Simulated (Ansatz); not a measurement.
# C5H6Se: up Jacob's ladder to CCSD(T)

How much do the methods differ for C5H6Se? The plan is to run it at one geometry with functionals of several rungs and with coupled cluster. The yardstick is the atomisation energy at the CCSD(T) limit.

The runs use Ansatz 0.2.0, Gaussian basis; functionals in def2-TZVPP, the program's frozen cores in correlated methods.

Levels to be run: LDA (SPW92), PBE-D4, revPBE-D4, BLYP-D4, r2SCAN-D4, B97M-V, PBE0-D4, B3LYP-D4, r2SCANh-D4, r2SCAN0-D4, HSE06-D4, BHLYP-D4, CAM-B3LYP-D4, LC-ωPBE, ωB97X-V, ωB97M-V, B2PLYP, PBE-QIDH; CCSD(T)/def2-SVP; CCSD(T)/def2-TZVPP; MP2/def2-QZVPP; extrapolation to the limit; RPA on PBE.

### 1 Structure used throughout

The geometry comes from an earlier relaxation with PBE0-D4 in a triple-zeta def2 set; it is a stationary point, not always the lowest conformer.

SMILES `Cc1ccc[se]1`, 12 atoms, charge 0, spin multiplicity 1.

Atoms are counted from 1 here; the program's logs count them from 0.

Bond lengths: C1–C2 1.488 Å, C1–H7 1.092 Å, C1–H8 1.093 Å, C1–H9 1.093 Å, C2–C3 1.359 Å, C2–Se6 1.867 Å, C3–C4 1.424 Å, C3–H10 1.084 Å, C4–C5 1.355 Å, C4–H11 1.083 Å, C5–Se6 1.854 Å, C5–H12 1.079 Å. Angles: C2–C1–H7 109.8°, C2–C1–H8 111.9°, C2–C1–H9 111.9°, H7–C1–H8 107.9°, H7–C1–H9 107.9°, H8–C1–H9 107.4°, C1–C2–C3 127.9°, C1–C2–Se6 122.1°, C3–C2–Se6 110.0°, C2–C3–C4 115.9°, C2–C3–H10 121.5°, C4–C3–H10 122.6°, C3–C4–C5 114.9°, C3–C4–H11 122.7°, C5–C4–H11 122.5°, C4–C5–Se6 111.2°, C4–C5–H12 127.9°, Se6–C5–H12 121.0° and more.

Geometry (Å):

```mol
C5H6Se
  3D, bonds by distance, orders not assigned

 12 12  0  0  0  0  0  0  0  0999 V2000
   -0.4207   -0.7234    1.8497 C   0  0
   -0.2072   -0.0861    0.5225 C   0  0
    0.6188   -0.4953   -0.4755 C   0  0
    0.6241    0.3120   -1.6483 C   0  0
   -0.2023    1.3848   -1.6049 C   0  0
   -1.1059    1.4685    0.0114 Se  0  0
    0.2040   -1.6146    1.9359 H   0  0
   -1.4609   -1.0278    1.9931 H   0  0
   -0.1604   -0.0507    2.6714 H   0  0
    1.2322   -1.3839   -0.3750 H   0  0
    1.2406    0.0875   -2.5104 H   0  0
   -0.3623    2.1291   -2.3698 H   0  0
  1  2  8  0
  2  3  8  0
  3  4  8  0
  4  5  8  0
  5  6  8  0
  1  7  8  0
  1  8  8  0
  1  9  8  0
  3 10  8  0
  4 11  8  0
  5 12  8  0
  2  6  8  0
M  END
```

### 2 LDA

This LDA is Slater exchange with PW92 correlation.

in.yaml

```yaml
crystal:
  periodic: [false, false, false]
  atoms:
    - {symbol: C, position_ang: [-0.420679, -0.723351, 1.849715]}
    - {symbol: C, position_ang: [-0.207178, -0.086133, 0.522519]}
    - {symbol: C, position_ang: [0.618752, -0.495336, -0.475525]}
    - {symbol: C, position_ang: [0.624083, 0.311959, -1.648337]}
    - {symbol: C, position_ang: [-0.202288, 1.384766, -1.604915]}
    - {symbol: Se, position_ang: [-1.105942, 1.468456, 0.011379]}
    - {symbol: H, position_ang: [0.204003, -1.614586, 1.935857]}
    - {symbol: H, position_ang: [-1.460922, -1.027845, 1.993077]}
    - {symbol: H, position_ang: [-0.160405, -0.050717, 2.671404]}
    - {symbol: H, position_ang: [1.232225, -1.383877, -0.375029]}
    - {symbol: H, position_ang: [1.240620, 0.087529, -2.510389]}
    - {symbol: H, position_ang: [-0.362250, 2.129145, -2.369776]}
basis:
  gaussian: {orbitals: def2-TZVPP}
hamiltonian: {xc: lda}
output: {orbitals: {seedname: orbitals}}
```

On the command line:

```sh
$ ansatz run in.yaml --threads 2 --pin off --events-out ev --progress --plain --max-ram 32768MiB --backend cuda --devices 0, --max-vram 18GiB
```

The runs that follow: PBE-D4 (GGA); revPBE-D4 (GGA); BLYP-D4 (GGA); r2SCAN-D4 (meta-GGA); B97M-V (meta-GGA); B3LYP-D4 (hybrid); r2SCANh-D4 (hybrid); r2SCAN0-D4 (hybrid); HSE06-D4 (hybrid); BHLYP-D4 (hybrid); CAM-B3LYP-D4 (range-separated); LC-ωPBE (range-separated); ωB97X-V (range-separated); ωB97M-V (range-separated); B2PLYP (double hybrid); PBE-QIDH (double hybrid); CCSD(T) in def2-SVP; CCSD(T) in def2-TZVPP; MP2 in def2-QZVPP; RPA on PBE orbitals.

**Question.** What will the summary of the whole plan be? Wanted: atomisation energy, CCSD(T)/CBS; farthest beyond LDA; mean size of error, GGA; mean size of error, meta-GGA; mean size of error, hybrid; mean size of error, range-separated; mean size of error, double hybrid; gap, smallest and largest; T1 diagnostic.

The runs gave:

```
                               quantity                                                                                                                    value
        atomisation energy, CCSD(T)/CBS                                                                                                                53.682 eV
    functionals within 0.537 eV (1.0 %)  BLYP-D4, r2SCAN-D4, B97M-V, B3LYP-D4, r2SCANh-D4, r2SCAN0-D4, CAM-B3LYP-D4, LC-ωPBE, ωB97X-V, ωB97M-V, B2PLYP, PBE-QIDH
                    farthest beyond LDA                                                                                                       PBE-D4 (+1.966 eV)
                mean size of error, GGA                                                                                                                 0.885 eV
           mean size of error, meta-GGA                                                                                                                 0.342 eV
             mean size of error, hybrid                                                                                                                 0.670 eV
    mean size of error, range-separated                                                                                                                 0.044 eV
      mean size of error, double hybrid                                                                                                                 0.360 eV
              gap, smallest and largest                                                                                    4.18 eV (BLYP-D4), 10.72 eV (LC-ωPBE)
                          T1 diagnostic                                                                                                                   0.0117
triples share of the correlation energy                                                                                                                    4.8 %
```

LDA overbinds by 8.568 eV (16 %). PBE-D4 is off by +1.966 eV. Double hybrids carry the basis error of their MP2 part in triple zeta, and no dispersion term here, so their miss is partly the set-up's. The rungs range-separated, meta-GGA, double hybrid miss on average by less than the doubt on the reference (0.537 eV), so they tie. The reference freezes the cores and leaves out relativity and excitations past (T), and its outer-core shells are covered unevenly, so misses under about 0.537 eV can't be ranked. All levels share the lack of spin-orbit coupling, which lowers the free heavy atoms and so the true binding. Hartree-Fock recovers 73 % of the binding; the rest is correlation. CCSD(T) in def2-SVP is off by -2.312 eV, so the small basis spoils what the method gains. The gap grows from 4.2 to 10.7 eV across the functionals, mostly with the share of exact exchange. The restricted reference is unstable towards a spin-broken one. Correlated methods include outer-core shells of Se, which these sets cover unevenly.
